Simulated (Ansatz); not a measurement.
# Ti8O13: the cost of one run

Method: DFT PBEsol, scalar-relativistic, plane waves, PAW, in Ansatz 0.2.0.

## (1) The system as given

It takes space group R-3 (No. 148, trigonal). The conventional cell has a = 7.685 Å, b = 7.685 Å, c = 13.908 Å, α = 90.00°, β = 90.00°, γ = 120.00°. Ti (site symmetry 1) has 6 O at 1.94 to 2.08 Å in its first shell of neighbours. Ti (site symmetry 3) is surrounded by 6 O at 1.85 to 2.11 Å. Around O (site symmetry -3) lie 6 Ti at 2.04 Å. O (site symmetry 1) is surrounded by 3 Ti at 1.85 to 2.03 Å. Around O (site symmetry 1) lie 4 Ti at 2.01 to 2.11 Å.

Coordinates:

```
Ti O
1.0
     3.84264    2.21855    4.63599
    -3.84264    2.21855    4.63599
     0.00000   -4.43710    4.63599
Ti O
8 13
Direct
  0.68641 0.94395 0.12170
  0.72354 0.72354 0.72354
  0.12170 0.68641 0.94395
  0.05605 0.87830 0.31359
  0.94395 0.12170 0.68641
  0.87830 0.31359 0.05605
  0.27646 0.27646 0.27646
  0.31359 0.05605 0.87830
  0.00000 0.00000 0.00000
  0.74125 0.82924 0.41994
  0.35744 0.95895 0.20331
  0.41994 0.74125 0.82924
  0.04105 0.79669 0.64256
  0.79669 0.64256 0.04105
  0.82924 0.41994 0.74125
  0.17076 0.58006 0.25875
  0.20331 0.35744 0.95895
  0.95895 0.20331 0.35744
  0.58006 0.25875 0.17076
  0.64256 0.04105 0.79669
  0.25875 0.17076 0.58006
```

It goes back to an entry of the Materials Project, which need not be the stable form.

This cell was relaxed beforehand with the same method: volume 11.29 Å³/atom, gap on the mesh 0.23 eV.

## (2) The cell scaled to 0.97 of its volume

File input.yaml:

```yaml
crystal:
  lattice:
    - [3.8038212218, 2.1961372064, 4.5891562687]
    - [-3.8038212218, 2.1961372064, 4.5891562687]
    - [0.0, -4.3922744127, 4.5891562687]
  atoms:
    - { symbol: Ti, position: [0.6864126491, 0.9439527202, 0.1217027028] }
    - { symbol: Ti, position: [0.7235356168, 0.7235356168, 0.7235356168] }
    - { symbol: Ti, position: [0.1217027028, 0.6864126491, 0.9439527202] }
    - { symbol: Ti, position: [0.0560472798, 0.8782972972, 0.3135873509] }
    - { symbol: Ti, position: [0.9439527202, 0.1217027028, 0.6864126491] }
    - { symbol: Ti, position: [0.8782972972, 0.3135873509, 0.0560472798] }
    - { symbol: Ti, position: [0.2764643832, 0.2764643832, 0.2764643832] }
    - { symbol: Ti, position: [0.3135873509, 0.0560472798, 0.8782972972] }
    - { symbol: O, position: [0.0, 0.0, 0.0] }
    - { symbol: O, position: [0.7412494238, 0.8292397216, 0.4199360606] }
    - { symbol: O, position: [0.3574417497, 0.958947287, 0.2033095574] }
    - { symbol: O, position: [0.4199360606, 0.7412494238, 0.8292397216] }
    - { symbol: O, position: [0.041052713, 0.7966904426, 0.6425582503] }
    - { symbol: O, position: [0.7966904426, 0.6425582503, 0.041052713] }
    - { symbol: O, position: [0.8292397216, 0.4199360606, 0.7412494238] }
    - { symbol: O, position: [0.1707602784, 0.5800639394, 0.2587505762] }
    - { symbol: O, position: [0.2033095574, 0.3574417497, 0.958947287] }
    - { symbol: O, position: [0.958947287, 0.2033095574, 0.3574417497] }
    - { symbol: O, position: [0.5800639394, 0.2587505762, 0.1707602784] }
    - { symbol: O, position: [0.6425582503, 0.041052713, 0.7966904426] }
    - { symbol: O, position: [0.2587505762, 0.1707602784, 0.5800639394] }
basis:
  ecutwfc: 420
kpoints:
  mp_grid: { grid: [6, 6, 6] }
hamiltonian:
  xc: pbesol
scf:
  occupations: { method: gaussian, width: 0.02 }
output:
  forces: true
  stress: true
  eigenvalues: true
relax:
  adjacent_minimum: "off"
  f_tol: 0.01
  max_steps: 30
  cell: { stress_tol: 0.1, fix: [volume] }
```

Run with:

```console
$ ansatz run input.yaml --threads 4 --pin off --max-ram 10240MiB --backend cpu --events-out ev --progress --plain --runs-dir out
```

**Question.** How long does this run take on 4 threads of Oxide Virtual Turin-like (Zen 5), shared host, and how much memory does it need?

About 2 min, with a peak of 1.4 GiB.
